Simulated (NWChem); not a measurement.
# RbLi (SMILES [Li][Rb]) at MP2/def2-TZVPP (core potential)

What is the energy change on altering one bond length of RbLi at MP2/def2-TZVPP (core potential)? 

Program for the calculation: NWChem 7.3.0.

### Step 1. The system as given

The species is RbLi (2 atoms), meant as a singlet with charge 0. As SMILES, `[Li][Rb]`. The coordinates come from a PBE0-D4/def2-TZVP relaxation.

Bond lengths: Li1–Rb2 3.553 Å.

### Step 2. Energy and gradient at MP2/def2-TZVPP (core potential)

sp.xyz reads:

```xyz
2

Li     0.000000     0.000000    -0.201360
Rb     0.000000     0.000000     3.351730
```

sp.nw reads:

```
start sp
memory 2200 mb

geometry noautosym nocenter noautoz
 load sp.xyz
end

basis spherical bse
 * library def2-TZVPP
end

ecp bse
 Rb library def2-TZVPP
end

scf
 thresh 1e-08
 maxiter 80
end

mp2
 tight
end

task mp2 gradient
```

Command:

```console
$ nwchem sp.nw > sp.out
```

What it wrote, shortened:

```text
[...]
  functions       =    59
[...]
  wavefunction    = RHF
[...]
         Total SCF energy =    -31.233701754711
      One-electron energy =    -57.318642715584
      Two-electron energy =     22.063712755847
 Nuclear repulsion energy =      4.021228205025
        Time for solution =      3.5s
[...]
          Total MP2 energy           -31.377512724124
[...]
                         mp2 ENERGY GRADIENTS
    atom               coordinates                        gradient
                 x          y          z           x          y          z
   1 Li      0.000000   0.000000  -0.380515   -0.000000  -0.000000  -0.000803
   2 Rb      0.000000   0.000000   6.333851    0.000000   0.000000   0.000803
[...]
```

It took 13 s on 1 thread of AMD EPYC, shared host; peak memory 0.14 GiB.

### Step 3. The distorted shape: a single-point energy at MP2/def2-TZVPP (core potential)

lirb.nw reads:

```
start lirb
title "LiRb"
memory 2200 mb
geometry noautosym nocenter noautoz
   Li     0.000000     0.000000    -0.734370
   Rb     0.000000     0.000000     3.351730
end
basis "ao basis" spherical bse
   * library def2-TZVPP
end
ecp bse
   Rb library def2-TZVPP
end
scf
   thresh 1e-08
   maxiter 80
end
mp2
   tight
end
task mp2 energy
```

Command:

```console
$ nwchem lirb.nw > lirb.out
```

What it wrote, shortened:

```text
[...]
  functions       =    59
[...]
  wavefunction    = RHF
[...]
         Total SCF energy =    -31.232109440385
      One-electron energy =    -56.221403757766
      Two-electron energy =     21.492613931930
 Nuclear repulsion energy =      3.496680385451
        Time for solution =      4.0s
[...]
          Total MP2 energy           -31.373581732820
[...]
```

Run time: 6.6 s. Hardware: 1 thread of AMD EPYC, shared host; peak memory 0.12 GiB.

### Step 4. What came out

Level: MP2/def2-TZVPP (core potential).

| quantity | value |
| --- | --- |
| first shape: total energy | -31.37751 Eh |
| first shape: dipole moment (of the density that the program reports) | 3.76 D |
| first shape: HOMO energy (Hartree–Fock orbitals) | -4.01 eV |
| first shape: LUMO energy (Hartree–Fock orbitals) | -0.02 eV |
| first shape: HOMO–LUMO gap (Hartree–Fock orbitals) | 3.99 eV |
| first shape: correlation energy | -143.8 mEh |
| first shape: largest force on an atom | 0.041 eV/Å |
| distorted shape: total energy | -31.37358 Eh |
| distorted shape: HOMO energy (Hartree–Fock orbitals) | -3.83 eV |
| distorted shape: LUMO energy (Hartree–Fock orbitals) | -0.13 eV |
| distorted shape: HOMO–LUMO gap (Hartree–Fock orbitals) | 3.69 eV |
| distorted shape: correlation energy | -141.5 mEh |
| energy change with the Li1–Rb2 bond stretched from 3.553 to 4.086 Å | 0.107 eV |

In words: With the Li1–Rb2 bond stretched from 3.553 to 4.086 Å the energy rises by 0.11 eV (2.5 kcal/mol). The first shape isn't relaxed at this level, so the change isn't measured from a minimum.
